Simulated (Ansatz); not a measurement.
# CH₄BrNOSi: one species, many methods

The task here is to estimate one member of a computed series from the others.

The runs use Ansatz 0.2.0, Gaussian basis; functionals in def2-TZVPP, the program's frozen cores in correlated methods.

Plan: LDA (SPW92), PBE-D4, revPBE-D4, BLYP-D4, r2SCAN-D4, B97M-V, PBE0-D4, B3LYP-D4, r2SCANh-D4, r2SCAN0-D4, HSE06-D4, BHLYP-D4, CAM-B3LYP-D4, LC-ωPBE, ωB97X-V, ωB97M-V, B2PLYP, PBE-QIDH; CCSD(T)/def2-SVP; CCSD(T)/def2-TZVPP; MP2/def2-QZVPP; extrapolation to the limit; RPA on PBE.

### The geometry

All runs share one geometry, relaxed beforehand with PBE0-D4 in a triple-zeta def2 set.

SMILES `N=C[SiH](O)Br`, 9 atoms, charge 0, spin multiplicity 1.

Atoms are counted from 1 here; the program's logs count them from 0.

Bond lengths: N1–C2 1.269 Å, N1–H6 1.024 Å, C2–Si3 1.882 Å, C2–H7 1.096 Å, Si3–O4 1.635 Å, Si3–Br5 2.222 Å, Si3–H8 1.477 Å, O4–H9 0.959 Å. Angles: C2–N1–H6 110.9°, N1–C2–Si3 123.5°, N1–C2–H7 116.8°, Si3–C2–H7 119.8°, C2–Si3–O4 109.1°, C2–Si3–Br5 107.6°, C2–Si3–H8 112.8°, O4–Si3–Br5 111.1°, O4–Si3–H8 107.8°, Br5–Si3–H8 108.4°, Si3–O4–H9 118.6°.

Set-up of the first run:

Input file in.yaml:

```yaml
crystal:
  periodic: [false, false, false]
  atoms:
    - {symbol: N, position_ang: [0.739481, 0.929590, 1.594903]}
    - {symbol: C, position_ang: [0.586827, 1.047231, 0.340455]}
    - {symbol: Si, position_ang: [-0.444152, -0.138858, -0.695071]}
    - {symbol: O, position_ang: [-0.934142, -1.383583, 0.244880]}
    - {symbol: Br, position_ang: [0.832101, -0.853981, -2.367773]}
    - {symbol: H, position_ang: [0.229354, 0.115818, 1.950203]}
    - {symbol: H, position_ang: [1.093100, 1.891634, -0.141813]}
    - {symbol: H, position_ang: [-1.648579, 0.497294, -1.266420]}
    - {symbol: H, position_ang: [-0.365489, -2.151545, 0.323636]}
basis:
  gaussian: {orbitals: def2-TZVPP}
hamiltonian: {xc: lda}
output: {orbitals: {seedname: orbitals}}
```

On the command line:

```
$ ansatz run in.yaml --threads 4 --pin off --events-out ev --progress --plain --max-ram 10444MiB
```

Steps of the session up to this table: LDA; PBE-D4 (GGA); revPBE-D4 (GGA); BLYP-D4 (GGA); r2SCAN-D4 (meta-GGA); B97M-V (meta-GGA); B3LYP-D4 (hybrid); r2SCANh-D4 (hybrid); r2SCAN0-D4 (hybrid); HSE06-D4 (hybrid); BHLYP-D4 (hybrid); CAM-B3LYP-D4 (range-separated); LC-ωPBE (range-separated); ωB97X-V (range-separated); ωB97M-V (range-separated); B2PLYP (double hybrid); PBE-QIDH (double hybrid).

One table of the session follows, with a row left open; its other results are not shown here.

It belongs to the step «Orbital energies across the functionals». 

```
  functional  HOMO (eV)  gap (eV)
 LDA (SPW92)      -6.11      3.42
      PBE-D4      -6.02      3.58
   revPBE-D4      -5.97      3.63
     BLYP-D4      -5.93      3.65
   r2SCAN-D4      -6.31      4.04
      B97M-V      -6.47      4.29
     PBE0-D4      -7.44      6.06
    B3LYP-D4      -7.23      5.63
  r2SCANh-D4          ?         ?
  r2SCAN0-D4      -7.64      6.35
    HSE06-D4      -7.04      5.27
    BHLYP-D4      -8.82      8.61
CAM-B3LYP-D4      -8.85      8.67
     LC-ωPBE     -10.17     11.17
     ωB97X-V      -9.85     10.77
     ωB97M-V      -9.73     10.54
```

Q: Estimate the row for r2SCANh-D4 from the others.

Worked estimate for «HOMO (eV)». Against the share of exact exchange, r2SCAN-D4 (0, -6.31), r2SCAN0-D4 (0.25, -7.64) give a slope of -5.32 per unit share; at 0.1 the line stands at -6.84.

**Answer.** HOMO (eV): -6.84; gap (eV): 4.96. In «HOMO (eV)» the line misses by 0.00.
